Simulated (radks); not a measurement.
**Er³⁵⁺ in [Ar] 3d10 4s1 4p3 5s1: an all-electron calculation**

An exercise on one series of results from a longer session: the logs are not shown, and one member is left open.

The numbers are computed with radks (a radial shooting solver on a logarithmic mesh, Libxc functionals) version 1 (Dirac Kohn-Sham, LDA (Slater exchange, Perdew-Wang correlation), spin-unpolarised, spherical densities, finite nucleus; open shells fill j = l - 1/2 first), except any that are marked as measured or tabulated.

## What is computed

- element: erbium (Z = 68)
- charge: +35
- electrons: 33
- configuration: [Ar] 3d10 4s1 4p3 5s1
- nuclear rms radius: 5.2516 fm

The first run:

The run's settings:

```text
Z 68
configuration [Ar] 3d10 4s1 4p3 5s1 4d0 5p0
relativity Dirac
functional lda,pw
spin unpolarised
j_filling energy
nucleus finite rms 5.2516 fm
c 137.035999084
```

Launch:

```sh
$ python run_ks.py task.json out
```

The same process makes all the runs of this session.

Among the steps run: Self-consistent calculation.

One of the session's tables, all rows but one given; the rest of the session is left out.

It belongs to the step «Orbitals and density». From the orbitals of this run (lengths in bohr):

```
level      <r>  outermost maximum (interpolated)  90 % within  nodes
1s1/2  0.02039                            0.0129       0.0370      0
2s1/2  0.08584                            0.0734        0.134      1
2p1/2  0.07139                            0.0551        0.118      0
2p3/2  0.07864                            0.0613        0.128      0
3s1/2   0.2220                             0.206        0.325      2
3p1/2   0.2113                             0.193        0.317      1
3p3/2   0.2242                             0.206        0.334      1
3d3/2   0.1967                             0.162        0.305      0
3d5/2   0.2007                             0.165        0.310      0
4s1/2   0.4500                             0.443        0.636      3
4p1/2   0.4475                             0.439        0.639      2
4p3/2   0.4664                             0.459        0.665      2
4d3/2   0.4556                             0.443        0.663      1
4d5/2   0.4609                             0.449        0.670      1
5s1/2   0.7661                             0.791         1.06      4
5p1/2        ?                                 ?            ?      ?
5p3/2   0.7964                             0.826         1.11      3
```

Estimate the missing values for 5p1/2.

As computed: <r>: 0.7721; outermost maximum (interpolated): 0.798; 90 % within: 1.08; nodes: 3. In the column «<r>» it lies between 5s1/2 (0.7661) and 5p3/2 (0.7964).
